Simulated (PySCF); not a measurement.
**SiI⁺: the SCF solver's settings**

The same problem is solved with other solver options, one edit a run.

Computed with PySCF 2.14.0. Level: method and basis as typed in the scripts.

4 further runs of the same task are left out: 1 for a known fault of the program, 3 that didn't finish.

### 1 Starting geometry

SiI⁺: 2 atoms, charge 1, spin multiplicity 1.

Bond lengths: Si1–I2 2.399 Å.

### 2 The run that the others are compared with

Input file input.py:

```python
from pyscf import gto, scf

mol = gto.M(
    atom='Si 0 0 0; I 0 0 2.399',
    basis='crenbl',
    ecp={'Si': 'crenbl', 'I': 'crenbl'},
    charge=1,
    spin=0,
    verbose=4,
)
mf = scf.RHF(mol)
mf.kernel()
mf.dip_moment()
print('orbital energies (hartree):', mf.mo_energy[..., max(0, mol.nelec[1]-3):mol.nelec[0]+3].round(4))
```

Run with:

```bash
OMP_NUM_THREADS=1 python input.py
```

The log of this run is left out.

Base result: E(SCF) = -112.885307 Eh, 10 cycles.

The bond length is a typed value, not an optimised one. The dipole of an ion depends on the origin.

### 3 Initial guess core

Variant 1 changes initial guess: minao → core.

Input file input.py:

```python
from pyscf import gto, scf

mol = gto.M(
    atom='Si 0 0 0; I 0 0 2.399',
    basis='crenbl',
    ecp={'Si': 'crenbl', 'I': 'crenbl'},
    charge=1,
    spin=0,
    verbose=4,
)
mf = scf.RHF(mol)
mf.init_guess = 'core'
mf.kernel()
mf.dip_moment()
print('orbital energies (hartree):', mf.mo_energy[..., max(0, mol.nelec[1]-3):mol.nelec[0]+3].round(4))
```

Run with:

```bash
OMP_NUM_THREADS=1 python input.py
```

### 4 Smearing width 0.2 hartree

Variant 2 changes smearing width: none → 0.2 hartree.

input.py, as its differences from that of step 2:

```diff
@@ -11,2 +11,3 @@
 mf = scf.RHF(mol)
+mf = scf.addons.smearing_(mf, sigma=0.2, method='fermi')
 mf.kernel()
```

### 5 DIIS space 12

Variant 3 changes DIIS space: default → 12.

input.py, as its differences from that of step 2:

```diff
@@ -11,2 +11,3 @@
 mf = scf.RHF(mol)
+mf.diis_space = 12
 mf.kernel()
```

### 6 DIIS space 4

Variant 4 changes DIIS space: default → 4.

input.py, as its differences from that of step 2:

```diff
@@ -11,2 +11,3 @@
 mf = scf.RHF(mol)
+mf.diis_space = 4
 mf.kernel()
```

What does the calculation give? Wanted: for each run, E(SCF); from base; gap.

**Answer**, as computed:

```tsv
run	E(SCF) (hartree)	from base (eV)	cycles	gap (eV)
base	-112.885307	0	10	9.99
initial guess core	-112.885307	0.0000	10	9.99
smearing width 0.2 hartree (poor choice)	-111.736829	not comparable	13	n/a
DIIS space 12	-112.885307	0.0000	10	9.99
DIIS space 4	-112.885307	0.0000	11	9.99
```

Distance from each run's final energy (log10 hartree) by cycle:

```tsv
run	cycle 1	cycle 2	cycle 3	cycle 5	cycle 8	cycle 12
base	-0.2	-0.1	-1.3	-3.2	-7.1	done
initial guess core	-0.2	-0.1	-1.3	-3.2	-7.1	done
smearing width 0.2 hartree (poor choice)	-0.6	-0.2	-1.9	-2.6	-5.7	-8.8
DIIS space 12	-0.2	-0.1	-1.3	-3.2	-7.1	done
DIIS space 4	-0.2	-0.1	-1.3	-3.2	-6.1	done
```

**Reading.** With initial guess core or DIIS space 12 or DIIS space 4 the SCF ends at the base energy. PySCF falls back to minao for a guess that it doesn't know or can't read, so that run repeats the base. With initial guess core, DIIS space 12, DIIS space 4 the path hardly changes: 10 to 11 cycles against 10. Rows marked «poor choice» come from settings spoiled on purpose.
